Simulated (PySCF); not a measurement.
# [WH3]+: triplet, from a PBE0 minimum start

Aim: relax [WH3]+ as a triplet from a PBE0 minimum start, check by its vibrations whether the end is a minimum, and collect its spectrum and constants.

Computed with PySCF 2.14.0. Level: PBE0, basis W def2-TZVP with ECP60, H def2-TZVP, scalar-relativistic core potentials, no spin–orbit coupling, density fitting.

## (1) The system as given

4 atoms, charge 1, spin multiplicity 3.

Bond lengths: W1–H2 1.678 Å, W1–H3 1.676 Å, W1–H4 1.676 Å. Angles: H2–W1–H3 104.4°, H2–W1–H4 104.4°, H3–W1–H4 101.0°.

```xyz
4
charge 1 multiplicity 3
W     0.0000    0.0074   -0.0089
H     0.0000    0.7701    1.4854
H     1.2935   -1.0559    0.0649
H    -1.2935   -1.0559    0.0649
```

## (2) The SCF at the typed geometry

The steps below are one call of a driver around PySCF. For each, scf.py gives the equivalent set-up of the SCF; relaxations use the driver's own optimiser. After this first run the driver tries any further starts and a stability analysis.

File scf.py:

```python
from pyscf import gto, scf, dft
mol = gto.M(atom='''
W      0.000000     0.007351    -0.008850
H      0.000000     0.770050     1.485386
H      1.293470    -1.055920     0.064941
H     -1.293470    -1.055920     0.064941''',
    basis={'W': 'def2-TZVP', 'H': 'def2-TZVP'},
    ecp={'W': 'def2-TZVP'},
    charge=1, spin=2)
mf = dft.UKS(mol, xc='PBE0')
mf.grids.atom_grid = (50, 194)
aux = {'W': 'def2-universal-JKFIT', 'H': 'def2-universal-JKFIT'}
mf = mf.density_fit(auxbasis=aux)
mf.conv_tol = 1e-08
mf.diis_space = 10
mf.max_cycle = 60
mf.init_guess = 'minao'
mf.verbose = 4
mf.kernel()
```

Run with:

```bash
> OMP_NUM_THREADS=2 python axn.py task.json out
```

The runs that follow: PBE0 minimum start, triplet: relaxation; Vibrations and properties at this point.

Q: Predict the outcome of this session. Wanted: minimum; geometry; wavenumbers; dipole moment; highest occupied, lowest empty level; polar-tensor charge of W1; zero-point energy; ⟨S²⟩.

**Answer**, as computed:

```
                                          quantity                                                            value
                                           minimum                                                      triplet, Cs
                                          geometry                W–H 1.677 Å (×3); H–W–H 101.0°, H–W–H 104.4° (×2)
                                wavenumbers (cm⁻¹)  381 (a'), 525 (a'), 582 (a''), 2056 (a'), 2092 (a''), 2112 (a')
                    dipole moment (centre of mass)                                                           1.76 D
highest occupied, lowest empty level (either spin)                                                -14.00, -11.00 eV
                         polar-tensor charge of W1                                                          +1.37 e
                                 zero-point energy                                                      46.3 kJ/mol
                               entropy at 298.15 K                                                  262.1 J/(mol K)
                                              ⟨S²⟩                                                            2.024
```

In words: The molecule stays Cs, as typed, and the end point is a minimum. In the infrared the band at 381 cm⁻¹ (a', bend) leads. Most of the spin sits on W1 (Mulliken spin 2.24, against 2 for the whole molecule). Other starts or spin states, not run here, may lie lower. One determinant may miss the lowest occupation of an open d or f shell. Spin–orbit coupling, left out here, can matter for elements this heavy.
